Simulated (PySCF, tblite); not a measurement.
# C7H6O3Si: excited states

Aim: compute the excited states of C7H6O3Si (`O=CC1=CC(=O)C([SiH3])=CC1=O`).

Programs: tblite 0.8.0 and PySCF 2.14.0, with routines of our own; each step states its level. All values are computed. Atoms count from 0.

## 1. The starting structure

17 atoms, charge 0, multiplicity 1; geometry from: force field or distance geometry start.

## 2. Relaxing the molecule with GFN2-xTB

The job: settings as JSON, then the geometry in Å.

```
{"job": {"kind": "relax", "xc": "GFN2-xTB", "basis": "xTB"}, "charge": 0, "multiplicity": 1}
O     -3.899200    -0.415900    -0.844500
C     -3.179000     0.065000     0.052800
C     -1.707900     0.023200     0.021400
C     -1.095800    -0.514900    -1.022200
C      0.352800    -0.573200    -1.080000
O      0.861200    -1.112500    -2.106300
C      1.173900    -0.009500    -0.022200
Si     3.018200    -0.036600    -0.044300
C      0.556200     0.533200     1.014000
C     -0.913300     0.599200     1.118900
O     -1.463700     1.128600     2.109200
H     -3.635400     0.517000     0.928600
H     -1.747100    -0.929400    -1.785100
H      3.611600     1.252500     0.308200
H      3.489400    -1.086500     0.880500
H      3.453000    -0.405400    -1.390200
H      1.118100     0.977000     1.851400
```

Started as:

```sh
> OMP_NUM_THREADS=1 python excited_run.py task.json out
```

One launch serves the whole session: the jobs run in the order shown.

The log of the run:

```text
step      E/eV     max force
  0    -867.12965    4.092
  1    -867.25175    3.921
  2    -867.45648    0.652
  3    -867.47938    0.558
  4    -867.51248    0.513
  5    -867.52227    0.338
  6    -867.53084    0.210
  7    -867.53530    0.261
  8    -867.54062    0.181
  9    -867.54534    0.154
 10    -867.54818    0.161
 11    -867.55030    0.121
 12    -867.55219    0.114
 13    -867.55379    0.111
 14    -867.55497    0.090
 15    -867.55591    0.082
 16    -867.55672    0.074
 17    -867.55734    0.058
 18    -867.55783    0.048
 19    -867.55826    0.049
 20    -867.55862    0.046
 21    -867.55886    0.029
 22    -867.55897    0.023
 23    -867.55903    0.020
 24    -867.55908    0.020
 25    -867.55915    0.021
 26    -867.55926    0.024
 27    -867.55941    0.034
 28    -867.55959    0.040
 29    -867.55977    0.037
 30    -867.55992    0.035
 31    -867.56007    0.028
 32    -867.56023    0.033
 33    -867.56042    0.039
 34    -867.56060    0.034
 35    -867.56078    0.039
 36    -867.56101    0.050
 37    -867.56140    0.078
 38    -867.56210    0.098
 39    -867.56322    0.138
 40    -867.56480    0.168
 41    -867.56702    0.142
 42    -867.56967    0.166
 43    -867.57052    0.394
 44    -867.57370    0.230
 45    -867.57658    0.092
 46    -867.57823    0.072
 47    -867.58009    0.076
 48    -867.58074    0.066
 49    -867.58211    0.068
 50    -867.58317    0.057
 51    -867.58371    0.054
 52    -867.58419    0.061
 53    -867.58491    0.074
 54    -867.58593    0.075
 55    -867.58739    0.111
 56    -867.58900    0.149
 57    -867.59047    0.120
 58    -867.59207    0.071
 59    -867.59293    0.076
 60    -867.59348    0.071
 61    -867.59429    0.094
 62    -867.59519    0.092
 63    -867.59647    0.087
 64    -867.59740    0.082
 65    -867.59790    0.061
 66    -867.59829    0.048
 67    -867.59871    0.048
 68    -867.59912    0.047
 69    -867.59951    0.042
 70    -867.59982    0.035
 71    -867.60003    0.035
 72    -867.60017    0.030
 73    -867.60029    0.026
 74    -867.60043    0.027
 75    -867.60058    0.025
 76    -867.60069    0.023
 77    -867.60077    0.024
 78    -867.60087    0.024
 79    -867.60101    0.028
 80    -867.60117    0.035
 81    -867.60134    0.033
 82    -867.60151    0.034
 83    -867.60168    0.033
 84    -867.60185    0.029
 85    -867.60202    0.041
 86    -867.60217    0.036
 87    -867.60232    0.046
 88    -867.60247    0.029
 89    -867.60263    0.026
 90    -867.60278    0.034
 91    -867.60295    0.036
 92    -867.60319    0.035
 93    -867.60349    0.036
 94    -867.60375    0.028
 95    -867.60390    0.024
 96    -867.60400    0.022
 97    -867.60408    0.018
 98    -867.60418    0.017
 99    -867.60427    0.024
100    -867.60438    0.023
101    -867.60452    0.027
102    -867.60471    0.032
103    -867.60489    0.025
104    -867.60500    0.021
105    -867.60508    0.020
106    -867.60516    0.021
107    -867.60525    0.025
108    -867.60535    0.028
109    -867.60546    0.025
110    -867.60557    0.025
111    -867.60570    0.030
112    -867.60588    0.044
113    -867.60609    0.048
114    -867.60630    0.063
115    -867.60645    0.031
116    -867.60654    0.028
117    -867.60660    0.028
118    -867.60670    0.031
119    -867.60682    0.033
120    -867.60694    0.042
121    -867.60701    0.024
122    -867.60706    0.027
123    -867.60711    0.017
124    -867.60715    0.014
125    -867.60719    0.014
126    -867.60721    0.008
```

Wall time 0.88 s (1 thread of Intel Xeon 6975P-C, shared host); peak memory 0.18 GiB.

Relaxation path: (not every step is listed)

```tsv
step	energy from step 0 (eV)	largest force (eV/Å)
0	0.0000	4.0919
1	-0.1221	3.9206
2	-0.3268	0.6517
3	-0.3497	0.5576
4	-0.3828	0.5131
5	-0.3926	0.3380
6	-0.4012	0.2101
7	-0.4057	0.2611
8	-0.4110	0.1805
19	-0.4286	0.0489
30	-0.4303	0.0348
41	-0.4374	0.1425
52	-0.4545	0.0615
63	-0.4668	0.0871
74	-0.4708	0.0269
85	-0.4724	0.0409
96	-0.4744	0.0220
107	-0.4756	0.0246
118	-0.4771	0.0310
121	-0.4774	0.0244
122	-0.4774	0.0266
123	-0.4775	0.0169
124	-0.4775	0.0140
125	-0.4775	0.0141
126	-0.4776	0.0082
```

Close pairs (by a distance rule), those that changed most:

```tsv
bond	before (Å)	after (Å)	change (Å)
C6–Si7	1.845	1.901	+0.057
C4–O5	1.266	1.217	-0.049
O0–C1	1.247	1.201	-0.046
C9–O10	1.251	1.214	-0.036
C3–C4	1.451	1.474	+0.023
C8–H16	1.102	1.082	-0.020
C2–C3	1.324	1.344	+0.020
C2–C9	1.472	1.491	+0.018
```

The final coordinates are the input of the step that follows.

## 3. Vibrational analysis with GFN2-xTB

The job: settings as JSON, then the geometry in Å.

```
{"job": {"kind": "ir", "xc": "GFN2-xTB", "basis": "xTB"}, "charge": 0, "multiplicity": 1}
O     -3.891926    -0.514577    -0.744873
C     -3.189924     0.047795     0.051346
C     -1.707222     0.019366     0.021903
C     -1.045864    -0.660432    -0.930695
C      0.426428    -0.701283    -0.979864
O      1.035117    -1.316524    -1.835029
C      1.155780     0.040705     0.059111
Si     3.040773    -0.104093    -0.142610
C      0.490140     0.714908     1.005767
C     -0.978487     0.770356     1.083324
O     -1.561760     1.386135     1.952530
H     -3.599381     0.642897     0.884739
H     -1.590074    -1.202194    -1.694857
H      3.624162     0.676988     0.949106
H      3.386226    -1.516303    -0.025041
H      3.385124     0.463932    -1.441123
H      1.013889     1.264353     1.776356
```

The log of the run:

```text
mode    cm-1     km/mol
  1      31.4      0.78
  2      87.5     19.98
  3     105.1      2.43
  4     127.2      5.22
  5     127.4      5.01
  6     142.7      0.13
  7     175.5      3.22
  8     260.8      0.24
  9     293.2      7.31
 10     341.0      0.23
 11     355.6     31.83
 12     451.4      1.71
 13     490.6     27.14
 14     517.0     27.97
 15     551.2      9.27
 16     604.8      9.42
 17     608.4     25.88
 18     620.0     65.92
 19     740.8    160.23
 20     741.3      0.32
 21     754.7    103.13
 22     771.6    154.65
 23     784.3    323.51
 24     801.5     12.48
 25     853.9     32.39
 26     896.5     38.33
 27     939.3      0.10
 28     984.7     10.15
 29    1078.6      0.92
 30    1164.6     61.19
 31    1182.2    192.47
 32    1268.2     15.90
 33    1288.6    105.07
 34    1361.6     14.02
 35    1617.9      1.29
 36    1640.0     26.08
 37    1672.0    118.23
 38    1686.5    421.36
 39    1756.3    230.08
 40    2271.7    256.02
 41    2310.1    114.86
 42    2315.9    325.09
 43    2835.3     40.95
 44    3057.8      1.00
 45    3070.4      9.61
```

It took 0.66 s on 1 thread of Intel Xeon 6975P-C, shared host; peak memory 0.18 GiB.

Which atoms move in the most intense modes:

```tsv
cm⁻¹	km/mol	atoms
741	160.2	H14 18 %, H15 18 %, C8 17 %, C1 11 %
772	154.7	H13 56 %, H15 20 %, H14 20 %
784	323.5	H13 37 %, H14 23 %, H15 23 %
1182	192.5	C4 32 %, H16 31 %, C3 11 %
1686	421.4	C9 56 %, O10 35 %
1756	230.1	C1 57 %, O0 39 %
2272	256.0	H13 97 %
2316	325.1	H15 50 %, H14 45 %
```

## 4. Excited states: TDA PBE0/def2-SVP

Settings changed since step 3:

```diff
@@ -1,2 +1,2 @@
-{"job": {"kind": "ir", "xc": "GFN2-xTB", "basis": "xTB"}, "charge": 0, "multiplicity": 1}
+{"job": {"kind": "states", "xc": "PBE0", "basis": "def2-SVP", "tda": true, "soc": true, "nstates": 6, "ntriplets": 4, "nquad": 4}, "charge": 0, "multiplicity": 1}
 O     -3.891926    -0.514577    -0.744873
```

With the program's defaults for keys left out, this is: TDA PBE0/def2-SVP excited states, vertical, gas phase, spin-orbit mean-field couplings.

The log of the run:

```text
coarse grid: 16208 points
cycle   1  E = -783.8739123752  dE =  2.069e+00  |g| = 1.261e+00  |ddm| = 5.009e+00
cycle   2  E = -782.4551229403  dE =  1.419e+00  |g| = 2.925e+00  |ddm| = 6.405e+00
cycle   3  E = -784.1982030850  dE = -1.743e+00  |g| = 1.704e-01  |ddm| = 5.079e+00
cycle   4  E = -784.2025064703  dE = -4.303e-03  |g| = 1.177e-01  |ddm| = 3.249e-01
cycle   5  E = -784.2055652339  dE = -3.059e-03  |g| = 4.603e-02  |ddm| = 1.825e-01
cycle   6  E = -784.2060422886  dE = -4.771e-04  |g| = 1.203e-02  |ddm| = 6.578e-02
cycle   7  E = -784.2060704176  dE = -2.813e-05  |g| = 4.854e-03  |ddm| = 1.678e-02
cycle   8  E = -784.2060747813  dE = -4.364e-06  |g| = 1.917e-03  |ddm| = 7.189e-03
final grid: 156240 points
cycle   9  E = -784.3306648509  dE =  1.737e-05  |g| = 1.701e-02  |ddm| = 3.592e-02
cycle  10  E = -784.3304321131  dE =  2.327e-04  |g| = 3.796e-02  |ddm| = 6.088e-02
cycle  11  E = -784.3307226565  dE = -2.905e-04  |g| = 1.261e-03  |ddm| = 4.446e-02
cycle  12  E = -784.3307229749  dE = -3.185e-07  |g| = 4.506e-04  |ddm| = 1.827e-03
cycle  13  E = -784.3307230167  dE = -4.179e-08  |g| = 1.589e-04  |ddm| = 6.956e-04
cycle  14  E = -784.3307230222  dE = -5.456e-09  |g| = 6.409e-05  |ddm| = 2.425e-04
cycle  15  E = -784.3307230231  dE = -8.909e-10  |g| = 2.197e-05  |ddm| = 9.902e-05
converged SCF energy = -784.3307230231

Singlet excitations
state   eV       nm        f     d(h-e)  d(exc)  Lambda  PR(NTO)  |dmu|/D   mu/D   main configurations
  1   2.0177   614.5   0.00003   0.976   3.397   0.502   1.037    2.348    1.598   H->L 0.94
  2   2.7043   458.5   0.00005   1.072   3.209   0.523   1.042    1.701    3.088   H-1->L 0.67, H-2->L 0.29
  3   2.9710   417.3   0.00002   1.562   3.240   0.533   1.265    3.830    2.677   H-2->L 0.61, H-1->L 0.23, H->L+1 0.11
  4   3.7862   327.5   0.00299   0.459   3.276   0.660   1.052    1.668    3.966   H-3->L 0.96
  5   3.9007   317.9   0.00005   1.474   3.702   0.513   1.231                     H->L+1 0.81
  6   4.7876   259.0   0.00042   1.886   3.581   0.327   1.143                     H-5->L 0.49, H-7->L 0.42

Triplet excitations (Tamm-Dancoff)
state   eV     d(h-e)  d(exc)  Lambda  PR(NTO)   main configurations
  1   1.6394   0.641   3.231   0.501   1.090   H->L 0.85, H-1->L 0.09
  2   2.2006   0.740   3.069   0.525   1.088   H-1->L 0.48, H-2->L 0.44
  3   2.5048   1.359   2.944   0.521   1.482   H-2->L 0.38, H-1->L 0.27, H->L+1 0.24
  4   2.6025   0.337   2.850   0.820   1.116   H-4->L 0.79, H-3->L 0.11
S1 - T1 = 0.3783 eV

Spin-orbit couplings |<S|Hso|T>| (cm-1)
             T1       T2       T3       T4
S0       54.653   16.664   35.377    0.183
S1        0.707    1.537    5.044   11.097
S2        2.454    0.263    0.251   27.932
S3        5.224    0.931    0.753   15.630
S4        5.372    3.177    9.370    0.055
S5        3.445    0.262    0.375    3.068
S6        0.494    0.618    0.735    1.800
T1 sublevels (cm-1): 0.000 0.003 0.233   radiative rates (1/s): 0.0233 43.5 58.5
```

Run time: 28 s. Hardware: 1 thread of Intel Xeon 6975P-C, shared host; peak memory 0.84 GiB.

Key values:

```tsv
quantity	value
S1 less T1	0.38 eV
```

## 5. Results

| quantity | value |
| --- | --- |
| strongest single infrared mode (GFN2-xTB) | 1686 cm⁻¹, 421 km/mol |
| zero-point energy (GFN2-xTB) | 65.4 kcal/mol |
| S1 less T1 (step 4, TDA PBE0/def2-SVP) | 0.38 eV |

All 45 modes are real, so the xTB geometry is a minimum. The strongest single mode, at 1686 cm⁻¹, moves mainly C9 and O10. GFN2-xTB is a fitted tight-binding method: band positions and strengths are rough. Its intensities can rank the bands wrongly. In step 4, the number of triplets below S1 is 1, and the largest singlet-triplet spin-orbit coupling is S0–T1, 54.65 cm⁻¹.
